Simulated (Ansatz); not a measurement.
# GaBGeH (quartet): wave-function methods side by side, cc-pVDZ

How much of the correlation energy of GaBGeH (quartet) does each wave-function method recover here?

Computed with Ansatz 0.2.0, Gaussian basis. Level: cc-pVDZ, core rule «outside noble gas», up to 29 orbitals frozen.

Plan: UHF; CCSD(T) on ROHF; CCSD(T) on UHF; BCCD(T) on ROHF; CISD as a restricted active space (open shells left free, so some higher excitations enter); CCSDT(Q) on ROHF; CCSDT(Q) on UHF.

30 further runs of the same task are left out: 1 for a known fault of the program, 17 that didn't finish, 12 set aside as unsound or not needed. Runs told in other sessions of the task aren't counted.

**1. The system**

The geometry is a PBE0/def2-TZVP stationary point (not a proven minimum) of the parent state, kept for this charge and spin. No spin-orbit coupling is included. The filled d shell of Ge, Ga may be among the frozen orbitals whatever the setting's name suggests.

4 atoms, charge 0, spin multiplicity 4.

Atoms are counted from 1 here; the program's logs count them from 0.

Bond lengths: B1–Ge2 1.905 Å, B1–Ga3 2.267 Å, B1–H4 1.191 Å, Ge2–Ga3 2.453 Å. Angles: Ge2–B1–Ga3 71.4°, Ge2–B1–H4 173.7°, Ga3–B1–H4 114.9°, B1–Ge2–Ga3 61.2°, B1–Ga3–Ge2 47.4°.

**2. UHF**

in.yaml

```yaml
crystal:
  periodic: [false, false, false]
  atoms:
    - {symbol: B, position_ang: [0.000000, 1.527222, 0.299579]}
    - {symbol: Ge, position_ang: [0.000000, -0.162376, 1.179334]}
    - {symbol: Ga, position_ang: [0.000000, -0.105776, -1.273239]}
    - {symbol: H, position_ang: [0.000000, 2.638250, -0.130505]}
basis:
  gaussian: {orbitals: cc-pVDZ}
magnetization: {spin_polarized: true, initial_magnetization: 3}
hamiltonian: {xc: hf}
output: {orbitals: {seedname: orbitals}}
```

On the command line:

```console
ansatz run in.yaml --threads 1 --pin off --events-out ev --progress --plain --max-ram 2393MiB
```

The runs that follow: CCSD(T) on ROHF; CCSD(T) on UHF; BCCD(T) on ROHF; CISD as a restricted active space (open shells left free, so some higher excitations enter); CCSDT(Q) on ROHF; CCSDT(Q) on UHF.

Before running them: what should the planned runs give, taken together? Wanted: UCCSDT(Q) from the RHF energy; RMP2 from UCCSDT(Q); UMP2 from UCCSDT(Q); RCCSD from UCCSDT(Q); RCCSD(T) from UCCSDT(Q); UCCSD(T) from UCCSDT(Q); RCCSDT(Q) from UCCSDT(Q); T1 diagnostic.

As calculated:

| quantity | value |
| --- | --- |
| UCCSDT(Q) from the ROHF energy | -6.3633 eV |
| RMP2 from UCCSDT(Q) | +1225.6 meV |
| UMP2 from UCCSDT(Q) | +1294.5 meV |
| RCCSD from UCCSDT(Q) | +360.1 meV |
| RCCSD(T) from UCCSDT(Q) | +75.2 meV |
| UCCSD(T) from UCCSDT(Q) | +65.6 meV |
| RCCSDT(Q) from UCCSDT(Q) | +12.5 meV |
| levels within 1 kcal/mol (43 meV) | RCCSDT, UCCSDT, RCCSDT(Q) |
| T1 diagnostic | 0.026 |

What this shows: RCCSD(T) lands +75.2 meV from the yardstick (1.2 % of the correlation energy). These misses are within one basis, not against nature; the frozen cores of restricted and unrestricted runs differ, which can shift their rows.
